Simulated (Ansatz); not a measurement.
Debugging a scan of the Hubbard U of BaNbNO2, space group P4/mmm (Ansatz's Python interface).

`plus_u.py`
```python
'''DFT+U scan for BaNbNO2.'''

import ansatz
import numpy as np
from tabulate import tabulate


def count_gap(report):
    # lowest empty less highest filled band, counting bands; zero where they overlap
    return max(report.get('gap_by_band_count_ev') or 0.0, 0.0)


def main() -> None:
    structure = (
        ansatz.Lattice.of([4.169, 0.0, 0.0], [0.0, 4.169, 0.0], [0.0, 0.0, 4.15121])
        .atom('Ba', [0.0, 0.0, 0.0])
        .atom('Nb', [0.5, 0.5, 0.5])
        .atom('N', [0.5, 0.5, 0.0])
        .atom('O', [0.0, 0.5, 0.5])
        .atom('O', [0.5, 0.0, 0.5])
    )

    model = structure.calculation()
    model = model.occupations('Fixed')
    model = model.functional('r2SCAN')
    model = model.kpoints(6)
    model = model.basis(-19 * ansatz.Ha)
    model = model.band_table()
    rows = []
    for u in [0.0, 1.5, 3.0, 4.5, 6.0]:
        rep = model.hubbard('Nb', 'd', u_eff=u).run(threads=1, backend='cpu').report
        shell = rep['hubbard']['n_scf']
        rows.append((u, count_gap(rep), sum(shell) / len(shell), rep['n_iterations']))
    print(tabulate(rows, headers=['U_eff eV', 'gap by band count eV', 'Nb d occupation (projector)', 'iterations'], floatfmt='.4f', tablefmt='plain'))
    print('eigenvalues of the first occupation matrix at the last U, by spin:')
    for channel in rep['hubbard']['n_eig'][0]:
        print('  ', ' '.join(f'{n:.3f}' for n in channel))


if __name__ == '__main__':
    main()
```

```console
$ python plus_u.py
Traceback (most recent call last):
  File "plus_u.py", line 41, in <module>
    main()
    ~~~~^^
  File "plus_u.py", line 31, in main
    rep = model.hubbard('Nb', 'd', u_eff=u).run(threads=1, backend='cpu').report
          ~~~~~~~~~~~~~~~~~~~~~~~~~~~~~~~~~~~~~^^^^^^^^^^^^^^^^^^^^^^^^^^
  ...
ansatz.RefusalError: invalid value for `basis.ecutwfc`: must be finite and > 0; got -517.016338673772 eV
```
(Library frames cut from the traceback.)

What is wrong, and how is it mended?

The fault: the cutoff is negative. The correction:

```diff
--- before
+++ after
@@ -26,3 +26,3 @@
     model = model.kpoints(6)
-    model = model.basis(-19 * ansatz.Ha)
+    model = model.basis(19 * ansatz.Ha)
     model = model.band_table()
```

With that change:

Output of `python plus_u.py`:
```text
  U_eff eV    gap by band count eV    Nb d occupation (projector)    iterations
    0.0000                  0.2945                         3.2706            10
    1.5000                  0.5591                         3.2135            10
    3.0000                  0.6914                         3.1525            10
    4.5000                  0.8419                         3.0875            10
    6.0000                  1.0163                         3.0180            10
eigenvalues of the first occupation matrix at the last U, by spin:
   0.187 0.305 0.305 0.306 0.406
```

Spin is left out of this run. Semilocal gaps usually lie well under measured ones. With fixed filling the reported Fermi level is the top filled level among the k-points of the SCF. A Hubbard U without spin forces both spins into the same orbitals, which can open a gap or pick a state that a spin-polarised run wouldn't. The structure comes from a database of computed cells and needn't be a stable or known phase. Gaps and levels are Kohn-Sham values on a finite set of k-points, without spin-orbit coupling. Shell occupations and the effect of U depend on the projectors; a run with no .spin step is spin-unpolarised, and each U may end in a state that isn't the lowest. The whole script took 62 s on 1 thread of Arm Neoverse V2, with other jobs on the host, peak memory 0.63 GiB.
